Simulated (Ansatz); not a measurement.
# Cr2Ge6Mo: the cost of one run

Program: Ansatz 0.2.0. Level of theory: DFT PBE, scalar-relativistic, plane waves, PAW, unless a step names another level. These are calculated values, not measurements.

1 further run of the same task is left out (set aside as unsound or not needed).

## Step 1: Starting point

It takes space group Immm (No. 71, orthorhombic). Conventional cell: a = 3.275 Å, b = 8.144 Å, c = 9.803 Å, α = 90.00°, β = 90.00°, γ = 90.00°. Cr (site symmetry mm2) is surrounded by 10 Ge at 2.64 to 2.76 Å. Around Ge (site symmetry m) lie 5 Ge at 2.63 to 2.76 Å and 3 Cr at 2.64 to 2.76 Å and 2 Mo at 2.68 Å. Ge (site symmetry m2m) has 5 Ge at 2.57 to 2.76 Å and 4 Cr at 2.65 Å and 1 Mo at 2.79 Å as nearest neighbours. Mo (site symmetry mmm) has 10 Ge at 2.68 to 2.79 Å as nearest neighbours.

As a file:

```
CELL_PARAMETERS angstrom
-1.63729 4.07190 4.90128
1.63729 -4.07190 4.90128
1.63729 4.07190 -4.90128
ATOMIC_POSITIONS crystal
Cr 0.83342 0.83342 0.00000
Cr 0.16658 0.16658 0.00000
Ge 0.16807 0.82944 0.33862
Ge 0.50918 0.17056 0.33862
Ge 0.84205 0.50000 0.34205
Ge 0.49082 0.82944 0.66138
Ge 0.83193 0.17056 0.66138
Ge 0.15795 0.50000 0.65795
Mo 0.50000 0.50000 0.00000
```

The cell was relaxed beforehand at this level, from a generated guess; it needn't be the stable form of this composition. At a tolerance of 0.05 Å it has space group Immm (No. 71); it has 14.52 Å³/atom, an uncorrected energy of +0.00 eV/atom over the elements.

## Step 2: Bands, states and charges

The input, input.yaml:

```yaml
crystal:
  lattice:
    - [-1.6372945008, 4.0718963054, 4.9012797457]
    - [1.6372945008, -4.0718963054, 4.9012797457]
    - [1.6372945008, 4.0718963054, -4.9012797457]
  atoms:
    - { symbol: Cr, position: [0.8334225914, 0.8334225914, 0.0] }
    - { symbol: Cr, position: [0.1665774086, 0.1665774086, 0.0] }
    - { symbol: Ge, position: [0.1680654452, 0.8294413101, 0.3386241351] }
    - { symbol: Ge, position: [0.5091828251, 0.1705586899, 0.3386241351] }
    - { symbol: Ge, position: [0.8420534345, 0.5, 0.3420534345] }
    - { symbol: Ge, position: [0.4908171749, 0.8294413101, 0.6613758649] }
    - { symbol: Ge, position: [0.8319345548, 0.1705586899, 0.6613758649] }
    - { symbol: Ge, position: [0.1579465655, 0.5, 0.6579465655] }
    - { symbol: Mo, position: [0.5, 0.5, 0.0] }
basis:
  ecutwfc: 420
kpoints:
  mp_grid: { grid: [12, 12, 12] }
  band_path:
    path:
      - [[0.0, 0.0, 0.0], [0.5, 0.5, -0.5], [0.2778981, 0.7221019, -0.2778981]]
      - [[-0.2778981, 0.2778981, 0.2778981], [0.0, 0.0, 0.0], [0.42254979, -0.42254979, 0.42254979]]
      - [[0.57745021, 0.42254979, -0.42254979], [0.5, 0.5, -0.5]]
      - [[0.0, 0.0, 0.0], [0.0, 0.5, 0.0], [0.25, 0.25, 0.25], [0.5, 0.0, 0.0], [0.0, 0.0, 0.0], [0.0, 0.0, 0.5], [0.25, 0.25, 0.25]]
    npoints: 14
hamiltonian:
  xc: pbe
scf:
  occupations: { method: gaussian, width: 0.1 }
  n_extra_bands: 22
output:
  forces: true
  stress: true
  eigenvalues: true
  populations: true
  dos: { projected: true, de: 0.02, nscf_kmesh: { grid: [15, 15, 15] } }
  bader: true
  write_density: true
  write_potential: true
  elf: true
  volumetric_format: npy
```

Launch:

```sh
ansatz run input.yaml --threads 4 --pin off --max-ram 8192MiB --backend cpu --events-out ev --progress --plain --runs-dir out
```

What time and memory should one allow on 4 threads of Intel Xeon at 2.70GHz, shared host?

About 3.3 min, with a peak of 3.5 GiB.
